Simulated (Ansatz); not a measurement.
# La4ZrO: the cost of one run

Method: DFT PBE, scalar-relativistic, plane waves, PAW, in Ansatz 0.2.0.

## Step 1: The starting structure

The structure is cubic, space group F-43m (No. 216). The conventional cell has a = 8.632 Å, b = 8.632 Å, c = 8.632 Å, α = 90.00°, β = 90.00°, γ = 90.00°. La (site symmetry 3m) is surrounded by 6 La at 3.05 to 3.06 Å and 3 Zr at 3.58 Å and 3 O at 3.58 Å. Zr (site symmetry -43m) is surrounded by 12 La at 3.58 Å and 4 O at 3.74 Å. O (site symmetry -43m) is surrounded by 12 La at 3.58 Å and 4 Zr at 3.74 Å.

Coordinates:

```
La Zr O
1.0
     0.00000    4.31602    4.31602
     4.31602    0.00000    4.31602
     4.31602    4.31602    0.00000
La Zr O
4 1 1
Direct
  0.62518 0.12447 0.62518
  0.12447 0.62518 0.62518
  0.62518 0.62518 0.62518
  0.62518 0.62518 0.12447
  0.00000 0.00000 0.00000
  0.25000 0.25000 0.25000
```

The cell is invented: species swapped into a database cell of HfZrFe4 (F-43m, No. 216), with O on the Zr sites, Zr on the Hf sites and La on the Fe sites. Its size is a rough estimate.

## Step 2: A first look at the guess

The input, input.yaml:

```yaml
crystal:
  lattice:
    - [0.0, 4.31602402, 4.31602402]
    - [4.31602402, 0.0, 4.31602402]
    - [4.31602402, 4.31602402, 0.0]
  atoms:
    - { symbol: La, position: [0.62517806, 0.12446583, 0.62517806] }
    - { symbol: La, position: [0.12446583, 0.62517806, 0.62517806] }
    - { symbol: La, position: [0.62517806, 0.62517806, 0.62517806] }
    - { symbol: La, position: [0.62517806, 0.62517806, 0.12446583] }
    - { symbol: Zr, position: [0.0, 0.0, 0.0] }
    - { symbol: O, position: [0.25, 0.25, 0.25] }
basis:
  ecutwfc: 420
kpoints:
  mp_grid: { grid: [4, 4, 4] }
hamiltonian:
  xc: pbe
scf:
  occupations: { method: gaussian, width: 0.1 }
  lower_state_search: "off"
output:
  forces: true
  stress: true
  eigenvalues: true
```

Run with:

```sh
$ ansatz run input.yaml --threads 1 --pin off --max-ram 2560MiB --backend cpu --events-out ev --progress --plain --runs-dir out
```

**Question.** How long does this run take on 1 thread of Intel Xeon at 2.50GHz (Skylake/Cascade Lake), shared host, and how much memory does it need?

About 13 s, with a peak of 0.43 GiB.
